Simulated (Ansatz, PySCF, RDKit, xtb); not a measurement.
**CH4SiSn: a search for the lowest isomer**

Given the formula CH4SiSn and nothing else, which arrangement of the atoms is the most stable in the gas at 298.15 K, and what are its properties?

The funnel: GFN2-xTB relaxations, single points with a density functional, relaxations at PBE0-D3(BJ)/def2-SVP, harmonic vibrations, and a last energy at a higher level. All values are calculated.

3 further runs of the same task are left out: 3 set aside as unsound or not needed.

## Step 1: Candidates

A program enumerates the bonding patterns with one Lewis structure each (two rings at most, one unusual centre or charged pair), with their diastereomers. O–O, O–halogen and N–halogen bonds and N–N–N chains are not drawn. That gives 38 candidates.

c030 C[SiH]=[Sn] (triplet); c050 [Si]=[CH][SnH3] (triplet); c067 [CH3][SnH]=[Si]; c128 [CH]1=[SiH][SnH2]1; c132 [SiH][CH]=[SnH2]; c210 C#[SiH-][SnH2+]; c215 [SiH3][C]#[SnH]; c216 [SiH]#[C][SnH3]; c261 [CH3][Sn]#[SiH]; c281 [CH]1=[SnH][SiH2]1; c301 C=[SiH][SnH] (triplet); c318 C#[Si][SnH3]; c381 [SiH][CH]=[SnH2] (triplet); c382 [C]1[SiH2][SnH2]1; c388 [CH2]1[Si][SnH2]1 (triplet); c418 [CH2]=[SnH][SiH]; c450 [SiH2]=[CH][SnH]; c489 C=[Si]=[SnH2]; c535 [CH2]=[SnH][SiH] (triplet); c541 [SiH2]=[CH][SnH] (triplet); c552 [CH2]1[SiH]=[SnH]1; c553 [CH3][SnH]=[Si] (triplet); c555 [SiH3][CH]=[Sn]; c569 [SiH3][CH]=[Sn] (triplet); c600 [CH2]=[Sn]=[SiH2]; c630 [CH2]1[Si][SnH2]1; c709 [Si]=[CH][SnH3]; c712 C[SiH]=[Sn]; c849 C=[SiH][SnH]; c880 [SiH2]=[C]=[SnH2]; c891 [CH]#[Sn][SiH3]; c898 [CH2]1[SiH2][Sn]1; c914 [C+]#[SnH-][SiH3]; c917 C[Si]#[SnH]; c948 [C]1[SiH2][SnH2]1 (triplet); c964 [CH2]1[SiH2][Sn]1 (triplet); c971 [C+]#[SiH-][SnH3]; c979 [CH]#[SnH-][SiH2+].

Candidates are built by distance geometry, with a force field where one applies, in up to four conformers (letters a to d). 16 starts with atoms placed at random are added, to find patterns that the rules miss.

**Question.** With final energies at CCSD(T)/def2-TZVP, which structure will this search put lowest in free energy, and by what margin?

| quantity | value |
| --- | --- |
| lowest structure found | C[SiH]=[Sn], singlet, Cs |
| next finalist | [CH2]1[SiH2][Sn]1, singlet, 2.1 kcal/mol higher in G |
| share at equilibrium, among the finalists | 97.4 % |
| harmonic wavenumbers, lowest and highest (PBE0-D3(BJ)/def2-SVP) | 92 and 3176 cm⁻¹ |
| rotational constants, same geometry | 0.8237, 0.05535, 0.05238 cm⁻¹ |
| dipole moment (PBE0/def2-TZVPD) | 0.84 D |
| HOMO energy (PBE0/def2-TZVPD) | -5.08 eV |
| LUMO energy (PBE0/def2-TZVPD) | -3.10 eV |
| HOMO–LUMO gap (PBE0/def2-TZVPD) | 1.98 eV |
| lowest excitation (TD-PBE0/def2-SVPD) | 0.60 eV (f = 0.000) |
| strongest of the states computed, same level | 3.41 eV (f = 0.174) |
| lowest triplet excitation, same level, Tamm-Dancoff | 0.15 eV |
| vertical ionisation energy | 6.85 eV |
| vertical electron affinity | 1.54 eV |
| vertical triplet less singlet | +0.12 eV |

The lowest structure found is `C[SiH]=[Sn]`. The margin, 2.1 kcal/mol, is modest. r2SCAN-D4/def2-SVP, PBE0-D3(BJ)/def2-SVP and MP2/def2-TZVP already put its bonding pattern lowest among the structures in one piece; HF/STO-3G favours the singlet [CH2]1[SiH2][Sn]1; HF/def2-TZVP favours the triplet C[SiH]=[Sn]. Spin-orbit coupling, which matters for elements this heavy, is left out. 4 minima inside the window were never screened. The stability test flags a direction of broken symmetry, so one determinant of this kind may describe the structure poorly. Lowest found is not proven lowest: the search is finite, and each finalist counts with one conformer. Patterns outside the rules of the enumeration were met only by chance.
